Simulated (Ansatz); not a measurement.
**Cl2FGeHS: one species, many methods**

How much do the methods differ for Cl2FGeHS? The plan is to run it at one geometry with functionals of several rungs and with coupled cluster, and see how far each lands from CCSD(T) at the basis-set limit for the atomisation energy.

Computed with Ansatz 0.2.0, Gaussian basis. Level: functionals in def2-TZVPP, the program's frozen cores in correlated methods.

The runs, in order: LDA (SPW92), PBE-D4, revPBE-D4, BLYP-D4, r2SCAN-D4, B97M-V, PBE0-D4, B3LYP-D4, r2SCANh-D4, r2SCAN0-D4, HSE06-D4, BHLYP-D4, CAM-B3LYP-D4, LC-ωPBE, ωB97X-V, ωB97M-V, B2PLYP, PBE-QIDH; CCSD(T)/def2-SVP; CCSD(T)/def2-TZVPP; MP2/def2-QZVPP; extrapolation to the limit; RPA on PBE.

## 1. Structure used throughout

All runs share one geometry, relaxed beforehand with PBE0-D4 in a triple-zeta def2 set.

SMILES `[F][Ge]([SH])([Cl])[Cl]`, 6 atoms, charge 0, spin multiplicity 1.

Atoms are counted from 1 here; the program's logs count them from 0.

Bond lengths: F1–Ge2 1.720 Å, Ge2–S3 2.181 Å, Ge2–Cl4 2.115 Å, Ge2–Cl5 2.121 Å, S3–H6 1.346 Å. Angles: F1–Ge2–S3 111.1°, F1–Ge2–Cl4 107.1°, F1–Ge2–Cl5 104.8°, S3–Ge2–Cl4 109.1°, S3–Ge2–Cl5 113.6°, Cl4–Ge2–Cl5 110.9°, Ge2–S3–H6 92.1°.

## 2. LDA

This LDA is Slater exchange with PW92 correlation.

File in.yaml:

```yaml
crystal:
  periodic: [false, false, false]
  atoms:
    - {symbol: F, position_ang: [1.026940, -1.407026, -0.691166]}
    - {symbol: Ge, position_ang: [-0.148082, -0.195614, -0.359919]}
    - {symbol: S, position_ang: [-0.244450, 0.240028, 1.774850]}
    - {symbol: Cl, position_ang: [-2.016494, -0.952959, -0.997676]}
    - {symbol: Cl, position_ang: [0.438884, 1.465286, -1.540541]}
    - {symbol: H, position_ang: [0.985302, 0.786285, 1.768452]}
basis:
  gaussian: {orbitals: def2-TZVPP}
hamiltonian: {xc: lda}
output: {orbitals: {seedname: orbitals}}
```

After this run come: PBE-D4 (GGA); revPBE-D4 (GGA); BLYP-D4 (GGA); r2SCAN-D4 (meta-GGA); B97M-V (meta-GGA); PBE0-D4 (hybrid); B3LYP-D4 (hybrid); r2SCANh-D4 (hybrid); r2SCAN0-D4 (hybrid); HSE06-D4 (hybrid); BHLYP-D4 (hybrid); CAM-B3LYP-D4 (range-separated); LC-ωPBE-D4 (range-separated); ωB97X-V (range-separated); ωB97M-V (range-separated); B2PLYP (double hybrid); PBE-QIDH (double hybrid); CCSD(T) in def2-SVP; CCSD(T) in def2-TZVPP; MP2 in def2-QZVPP; RPA on PBE orbitals.

**Question.** What will the summary of the whole plan be? Wanted: atomisation energy, CCSD(T)/CBS; farthest beyond LDA; mean size of error, GGA; mean size of error, meta-GGA; mean size of error, hybrid; mean size of error, range-separated; mean size of error, double hybrid; gap, smallest and largest; T1 diagnostic.

**Answer**, as computed:

```
                               quantity                                                                 value
        atomisation energy, CCSD(T)/CBS                                                         1842.0 kJ/mol
 functionals within 18.4 kJ/mol (1.0 %)  r2SCAN-D4, PBE0-D4, r2SCANh-D4, HSE06-D4, ωB97X-V, ωB97M-V, PBE-QIDH
                    farthest beyond LDA                                              BHLYP-D4 (-109.8 kJ/mol)
                mean size of error, GGA                                                           35.3 kJ/mol
           mean size of error, meta-GGA                                                           27.6 kJ/mol
             mean size of error, hybrid                                                           36.5 kJ/mol
    mean size of error, range-separated                                                           23.4 kJ/mol
      mean size of error, double hybrid                                                           31.2 kJ/mol
              gap, smallest and largest                             4.31 eV (LDA (SPW92)), 11.88 eV (LC-ωPBE)
                          T1 diagnostic                                                                0.0108
triples share of the correlation energy                                                                 3.9 %
```

In words: The LDA atomisation energy is off by 321.8 kJ/mol (17 %): it overbinds. PBE-D4 is off by +36.3 kJ/mol. Double hybrids carry the basis error of their MP2 part in triple zeta, and no dispersion term here, so their miss is partly the set-up's. By mean error the best rung here is range-separated (23.4 kJ/mol) and the worst beyond LDA is hybrid (36.5 kJ/mol). The gap between the best rungs is small, so their order is not settled. The mean of the hybrids holds BHLYP, with half exact exchange. Misses under about 18.4 kJ/mol are within the doubt on the reference itself, which lacks core-valence correlation, relativity and higher excitations, and its outer-core shells are covered unevenly. Hartree-Fock recovers 69 % of the binding; the rest is correlation. CCSD(T) in def2-SVP is off by -182.7 kJ/mol, so the small basis spoils what the method gains. Orbital gaps span 4.3 to 11.9 eV; exact exchange widens them. Correlated methods include outer-core shells of Ge, which these sets cover unevenly.
